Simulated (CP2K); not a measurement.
# [CH3BCl3]− (SMILES ClC[BH-](Cl)Cl): a first try and a second

Wanted: energy and forces of [CH3BCl3]−, PM6.

The results are computed with CP2K 2026.2.

### Step 1. The system as given

The species is [CH3BCl3]− (8 atoms), meant as a singlet with charge -1. As SMILES, `ClC[BH-](Cl)Cl`. Geometry: relaxed at GFN2-xTB. This is one conformer, not always the lowest.

Bond lengths: Cl1–C2 1.781 Å, C2–B3 1.630 Å, B3–Cl4 1.855 Å, B3–Cl5 1.869 Å, C2–H6 1.093 Å, C2–H7 1.092 Å, B3–H8 1.191 Å. Some angles: Cl1–C2–B3 113.3°, C2–B3–Cl4 109.9°, C2–B3–Cl5 104.8°, Cl4–B3–Cl5 108.8°, Cl1–C2–H6 105.2°, Cl1–C2–H7 105.4°, B3–C2–H6 111.4°, B3–C2–H7 112.9°, C2–B3–H8 115.2°, Cl4–B3–H8 109.4°.

### Step 2. The input as first written

Input file molecule.xyz:

```xyz
8

Cl    -0.297060    -1.195840     1.867730
C      0.493430    -0.173010     0.642350
B     -0.504190     0.266780    -0.569500
Cl    -0.752910    -1.158560    -1.731070
Cl     0.409000     1.625380    -1.471190
H      0.861310     0.697410     1.190790
H      1.355180    -0.747880     0.296400
H     -1.564770     0.685730    -0.225510
```

Input file mol.inp:

```
&GLOBAL
  PROJECT_NAME mol
  RUN_TYPE ENERGY_FORCE
  PRINT_LEVEL MEDIUM
&END GLOBAL
&FORCE_EVAL
  METHOD QS
  &DFT
    CHARGE -3
    MULTIPLICITY 1
    &QS
      METHOD PM6
      EPS_DEFAULT 1.0E-10
      &SE
        &COULOMB
          CUTOFF [angstrom] 50
          RC_RANGE [angstrom] 0
        &END COULOMB
        &EXCHANGE
          CUTOFF [angstrom] 50
          RC_RANGE [angstrom] 0
        &END EXCHANGE
      &END SE
    &END QS
    &POISSON
      PERIODIC NONE
      POISSON_SOLVER ANALYTIC
    &END POISSON
    &SCF
      SCF_GUESS ATOMIC
      EPS_SCF 1.0E-06
      MAX_SCF 32
      &OT ON
        MINIMIZER DIIS
        PRECONDITIONER FULL_ALL
      &END OT
      &OUTER_SCF
        EPS_SCF 1.0E-06
        MAX_SCF 2
      &END OUTER_SCF
    &END SCF
    &PRINT
      &MOMENTS
        PERIODIC F
        REFERENCE COM
        MAX_MOMENT 1
      &END MOMENTS
      &MO_CUBES
        NLUMO 1
        NHOMO -1
        WRITE_CUBE F
      &END MO_CUBES
      &HIRSHFELD OFF
      &END HIRSHFELD
    &END PRINT
  &END DFT
  &SUBSYS
    &CELL
      ABC [angstrom] 14.9 14.8 15.6
      PERIODIC NONE
    &END CELL
    &TOPOLOGY
      COORD_FILE_NAME molecule.xyz
      COORD_FILE_FORMAT XYZ
      &CENTER_COORDINATES
      &END CENTER_COORDINATES
    &END TOPOLOGY
  &END SUBSYS
  &PRINT
    &FORCES ON
    &END FORCES
  &END PRINT
&END FORCE_EVAL
```

On the command line:

```sh
OMP_NUM_THREADS=1 cp2k.psmp -i mol.inp -o mol.out
```

The program printed:

```text
CP2K| version string:                                       CP2K version 2026.2
[...]
 GLOBAL| Method name                                                        CP2K
[...]
 GLOBAL| Run type                                                   ENERGY_FORCE
[...]
                             - Atoms:                                          8
[...]
                             - Spherical basis functions:                     38
[...]
 Number of electrons:                                                         34
[...]
     1 OT DIIS     0.15E+00    0.0     0.21525310       -30.4736297036 -3.05E+01
[...]
    22 OT DIIS     0.15E+00    0.0     0.00000080       -35.7058354040 -1.23E-10
  *** SCF run converged in    22 steps ***
  Core-core repulsion energy [eV]:                           1927.64118918698978
  Core Hamiltonian energy [eV]:                             -1649.88325777391492
  Two-electron integral energy [eV]:                        -2498.72624902327698
  Electronic energy [eV]:                                   -2899.24638228555341
  Total energy [eV]:                                         -971.60519309856386
  Atomic reference energy [eV]:                               981.05171065250761
  Heat of formation [kcal/mol]:                               217.84188715716698
[...]
 SE_DIPOLE| Moment [Debye]         -0.57594331       1.83757120      -0.56017555
 SE_DIPOLE| Derivative [a.u.]       0.00000000       0.00000000       0.00000000
 *** WARNING in qs_scf_post_se.F:140 :: Printing of MO cube files not ***
 *** implemented for Semi-Empirical method.                           ***
 ENERGY| Total FORCE_EVAL ( QS ) energy [hartree]            -35.705835404258920
 FORCES| Atomic forces [hartree/bohr]
 FORCES|   Atom     x               y               z               |f|
 FORCES|      1 -5.07847097E-02 -7.86972419E-02  1.05653442E-01   1.41191333E-01
 FORCES|      2  1.87310155E-02  7.28180379E-02 -1.07458190E-01   1.31150983E-01
 FORCES|      3  2.13091290E-02 -2.05574226E-02  6.79285183E-02   7.41010809E-02
 FORCES|      4 -1.20401944E-02 -3.60545738E-02 -2.86939315E-02   4.76260462E-02
 FORCES|      5  3.14654708E-02  6.46352442E-02 -3.75553414E-02   8.11060683E-02
 FORCES|      6  3.65604564E-04  4.00202486E-03 -2.32828664E-03   4.64443628E-03
 FORCES|      7 -4.54109595E-03 -2.56541009E-03 -6.99008429E-04   5.26227082E-03
 FORCES|      8 -4.50521980E-03 -3.58065849E-03  3.15279788E-03   6.56187893E-03
 FORCES| Sum    -3.88578059E-16 -1.52655666E-15  4.30211422E-16
 FORCES| Total atomic force                                       1.63292682E-15
[...]
```

It took 1.5 s on 1 thread of Intel Xeon 6975P-C (Granite Rapids), shared host; peak memory 0.19 GiB.

### Step 3. Reading the log

The program ended normally, but the settings are unsound, so its numbers aren't properties of the molecule.

What is wrong: the charge typed isn't that of the species meant. To mend it: charge -1 in place of -3.

### Step 4. The mended input

molecule.xyz is that of step 2.

Input file run.inp:

```
&GLOBAL
  PROJECT_NAME run
  RUN_TYPE ENERGY_FORCE
  PRINT_LEVEL MEDIUM
&END GLOBAL

&FORCE_EVAL
  METHOD QUICKSTEP
  &DFT
    CHARGE -1
    &QS
      METHOD PM6
      EPS_DEFAULT 1.0E-10
      &SE
        &COULOMB
          CUTOFF [angstrom] 50
          RC_RANGE [angstrom] 0
        &END COULOMB
        &EXCHANGE
          CUTOFF [angstrom] 50
          RC_RANGE [angstrom] 0
        &END EXCHANGE
      &END SE
    &END QS
    &POISSON
      PERIODIC NONE
      POISSON_SOLVER ANALYTIC
    &END POISSON
    &SCF
      SCF_GUESS ATOMIC
      EPS_SCF 1.0E-05
      MAX_SCF 25
      &OT
        MINIMIZER DIIS
        PRECONDITIONER NONE
        ENERGY_GAP 0.2
      &END OT
      &OUTER_SCF
        EPS_SCF 1.0E-05
        MAX_SCF 2
      &END OUTER_SCF
    &END SCF
    &PRINT
      &MOMENTS
        PERIODIC F
        REFERENCE COM
        MAX_MOMENT 1
      &END MOMENTS
      &MO_CUBES
        NLUMO 1
        NHOMO -1
        WRITE_CUBE F
      &END MO_CUBES
      &HIRSHFELD OFF
      &END HIRSHFELD
    &END PRINT
  &END DFT
  &SUBSYS
    &CELL
      ABC 14.9 14.8 15.6
      PERIODIC NONE
    &END CELL
    &TOPOLOGY
      COORD_FILE_NAME molecule.xyz
      COORD_FILE_FORMAT XYZ
      &CENTER_COORDINATES
      &END CENTER_COORDINATES
    &END TOPOLOGY
  &END SUBSYS
  &PRINT
    &FORCES ON
    &END FORCES
  &END PRINT
&END FORCE_EVAL
```

On the command line:

```sh
OMP_NUM_THREADS=1 cp2k.psmp -i run.inp -o run.out
```

The program printed:

```text
CP2K| version string:                                       CP2K version 2026.2
[...]
 GLOBAL| Method name                                                        CP2K
[...]
 GLOBAL| Run type                                                   ENERGY_FORCE
[...]
                             - Atoms:                                          8
[...]
                             - Spherical basis functions:                     38
[...]
 Number of electrons:                                                         32
[...]
     1 OT DIIS     0.15E+00    0.0     0.13322151       -32.1748914807 -3.22E+01
[...]
    17 OT DIIS     0.15E+00    0.0     0.00000824       -36.2867173863 -1.95E-08
  *** SCF run converged in    17 steps ***
  Core-core repulsion energy [eV]:                           1927.64118918698978
  Core Hamiltonian energy [eV]:                             -1583.74730220154674
  Two-electron integral energy [eV]:                        -2662.61136535633796
  Electronic energy [eV]:                                   -2915.05298487971550
  Total energy [eV]:                                         -987.41179569272595
  Atomic reference energy [eV]:                               981.05171065250761
  Heat of formation [kcal/mol]:                              -146.66705690530281
[...]
 SE_DIPOLE| Moment [Debye]         -1.21725650       0.46295956      -2.35415129
 SE_DIPOLE| Derivative [a.u.]       0.00000000       0.00000000       0.00000000
 *** WARNING in qs_scf_post_se.F:140 :: Printing of MO cube files not ***
 *** implemented for Semi-Empirical method.                           ***
 ENERGY| Total FORCE_EVAL ( QS ) energy [hartree]            -36.286717388112947
 FORCES| Atomic forces [hartree/bohr]
 FORCES|   Atom     x               y               z               |f|
 FORCES|      1 -1.15364873E-02 -7.83021705E-03  8.72722903E-03   1.64489320E-02
 FORCES|      2  5.34038466E-03  6.25021498E-03 -1.16825025E-02   1.42851588E-02
 FORCES|      3  2.35450235E-03 -4.38293759E-03  1.68481960E-02   1.75674566E-02
 FORCES|      4  2.70843389E-03 -1.87461798E-04 -3.53577661E-03   4.45785512E-03
 FORCES|      5  2.92509594E-03  1.81026051E-04 -3.28165898E-03   4.39980026E-03
 FORCES|      6 -2.90059424E-04  5.81640843E-03 -2.24610564E-03   6.24177315E-03
 FORCES|      7  1.52578448E-03 -3.05711485E-04 -6.07691363E-03   6.27298630E-03
 FORCES|      8 -3.02765457E-03  4.58678468E-04  1.24753236E-03   3.30657151E-03
 FORCES| Sum    -7.77156117E-16  3.33066907E-16  6.73072709E-16
 FORCES| Total atomic force                                       1.08070906E-15
[...]
```

Run time: 1.3 s. Hardware: 1 thread of Intel Xeon 6975P-C (Granite Rapids), shared host; peak memory 0.18 GiB.

### Step 5. Outcome

At PM6:

| quantity | value |
| --- | --- |
| total energy | -36.28672 Eh |
| heat of formation at this unrelaxed shape | -146.7 kcal/mol |
| largest force on an atom | 0.903 eV/Å |

**Reading.** The largest force is 0.90 eV/Å: the shape isn't a stationary point for this species at this level.
